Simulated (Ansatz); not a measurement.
# C4H8B2: the cost of one run

All numbers below are computed with Ansatz 0.2.0 (RKS PBE/def2-SVP).

## Step 1: The starting structure

Bond lengths: B1–C2 1.594 Å, C2–B3 1.610 Å, B3–C4 1.504 Å, C4–C5 1.517 Å, C5–C6 1.186 Å, B1–H7 1.156 Å, B1–H8 1.166 Å, C2–H9 1.155 Å, C2–H10 1.114 Å, B3–H11 1.174 Å, C4–H12 1.159 Å, C4–H13 1.111 Å, C6–H14 1.057 Å. Angles (14 of 20 angles, heavy atoms first): B1–C2–B3 111.3°, C2–B3–C4 123.0°, B3–C4–C5 109.9°, C4–C5–C6 178.2°, B1–C2–H9 110.8°, B1–C2–H10 106.7°, B3–C2–H9 109.9°, B3–C2–H10 111.1°, C2–B1–H7 120.2°, C2–B1–H8 117.1°, C2–B3–H11 116.9°, C4–B3–H11 119.8°, B3–C4–H12 110.6°, B3–C4–H13 118.0°.

Structure file:

```xyz
14

B     0.2961   -1.7429    1.2212
C     1.1834   -0.4195    1.1897
B     0.8478    0.4789   -0.1041
C    -0.4305    1.2574   -0.2512
C    -1.1943    0.7700   -1.4675
C    -1.7682    0.4071   -2.4402
H     0.3219   -2.4817    0.3320
H    -0.4623   -1.8529    2.1003
H     1.0276    0.2011    2.1514
H     2.2473   -0.7484    1.1836
H     1.7014    0.6035   -0.9005
H    -1.1283    1.0721    0.6553
H    -0.3594    2.3620   -0.3517
H    -2.2954    0.0640   -3.2894
```

## Step 2: Relaxing end A

input.yaml

```yaml
crystal:
  periodic: [false, false, false]
  atoms:
    - { symbol: B, position_ang: [0.2961, -1.7429, 1.2212] }
    - { symbol: C, position_ang: [1.1834, -0.4195, 1.1897] }
    - { symbol: B, position_ang: [0.8478, 0.4789, -0.1041] }
    - { symbol: C, position_ang: [-0.4305, 1.2574, -0.2512] }
    - { symbol: C, position_ang: [-1.1943, 0.77, -1.4675] }
    - { symbol: C, position_ang: [-1.7682, 0.4071, -2.4402] }
    - { symbol: H, position_ang: [0.3219, -2.4817, 0.332] }
    - { symbol: H, position_ang: [-0.4623, -1.8529, 2.1003] }
    - { symbol: H, position_ang: [1.0276, 0.2011, 2.1514] }
    - { symbol: H, position_ang: [2.2473, -0.7484, 1.1836] }
    - { symbol: H, position_ang: [1.7014, 0.6035, -0.9005] }
    - { symbol: H, position_ang: [-1.1283, 1.0721, 0.6553] }
    - { symbol: H, position_ang: [-0.3594, 2.362, -0.3517] }
    - { symbol: H, position_ang: [-2.2954, 0.064, -3.2894] }
basis:
  gaussian: { orbitals: def2-SVP }
hamiltonian:
  xc: pbe
relax:
  f_tol: 0.02
  max_steps: 50
```

Run with:

```
$ ansatz run input.yaml --threads 2 --pin off --max-ram 3072MiB --backend cpu --events-out ev --progress --plain --runs-dir out
```

Q: Estimate wall time and peak memory on 2 threads of Intel Xeon Platinum 8259CL at 2.50GHz (Skylake/Cascade Lake), shared host.

About 61 s, with a peak of 0.18 GiB.
